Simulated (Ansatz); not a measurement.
# ClF3H4NOTa: the cost of one run

Method: RKS PBE0-D4/def2-SVP, in Ansatz 0.2.0.

### Step 1. The structure to begin with

Bond lengths: Ta1–O2 2.370 Å, O2–H3 1.010 Å, Ta1–Cl4 2.470 Å, Ta1–F5 1.930 Å, Ta1–F6 1.930 Å, Ta1–F7 1.930 Å, Ta1–N8 2.460 Å, N8–H9 1.060 Å, N8–H10 1.060 Å, Ta1–H11 2.408 Å. Angles (14 of 25 angles, heavy atoms first): O2–Ta1–Cl4 90.0°, O2–Ta1–F5 90.0°, O2–Ta1–F6 120.0°, O2–Ta1–F7 120.0°, O2–Ta1–N8 71.6°, Cl4–Ta1–F5 180.0°, Cl4–Ta1–F6 90.0°, Cl4–Ta1–F7 90.0°, Cl4–Ta1–N8 57.4°, F5–Ta1–F6 90.0°, F5–Ta1–F7 90.0°, F5–Ta1–N8 122.6°, F6–Ta1–F7 120.0°, F6–Ta1–N8 58.7°.

Coordinates:

```xyz
11

Ta    0.0000    0.0000    0.0000
O     2.3700    0.0000    0.0000
H     2.7071   -0.5308    0.7903
Cl    0.0000    0.0000    2.4700
F     0.0000    0.0000   -1.9300
F    -0.9650    1.6714    0.0000
F    -0.9650   -1.6714    0.0000
N     0.7757    1.9227    1.3241
H     1.1193    1.7788    2.3165
H     0.7664    2.8951    0.9022
H     1.9581    1.1538    0.7945
```

### Step 2. Pulling towards end A

Springs on the bonds that form and break draw the guess towards this end; the thresholds are loose.

input.yaml reads:

```yaml
crystal:
  periodic: [false, false, false]
  atoms:
    - { symbol: Ta, position_ang: [0.0, 0.0, 0.0] }
    - { symbol: O, position_ang: [2.37, 0.0, 0.0] }
    - { symbol: H, position_ang: [2.7071, -0.5308, 0.7903] }
    - { symbol: Cl, position_ang: [0.0, 0.0, 2.47] }
    - { symbol: F, position_ang: [0.0, 0.0, -1.93] }
    - { symbol: F, position_ang: [-0.965, 1.6714, 0.0] }
    - { symbol: F, position_ang: [-0.965, -1.6714, 0.0] }
    - { symbol: "N", position_ang: [0.7757, 1.9227, 1.3241] }
    - { symbol: H, position_ang: [1.1193, 1.7788, 2.3165] }
    - { symbol: H, position_ang: [0.7664, 2.8951, 0.9022] }
    - { symbol: H, position_ang: [1.9581, 1.1538, 0.7945] }
basis:
  gaussian: { orbitals: def2-SVP }
hamiltonian:
  xc: pbe0
  dispersion: d4
relax:
  f_tol: 0.15
  max_steps: 25
  restrain:
    - { distance: [0, 7], at: 3.36, k: 30.0 }
    - { distance: [10, 1], at: 2.21, k: 30.0 }
    - { distance: [0, 1], at: 2.02, k: 30.0 }
    - { distance: [10, 7], at: 1.06, k: 30.0 }
```

On the command line:

```console
> ansatz run input.yaml --threads 4 --pin off --max-ram 5120MiB --backend cpu --events-out ev --progress --plain --runs-dir out
```

Q: Estimate wall time and peak memory on 4 threads of Arm Neoverse V2, shared host.

About 43 s, with a peak of 0.43 GiB.
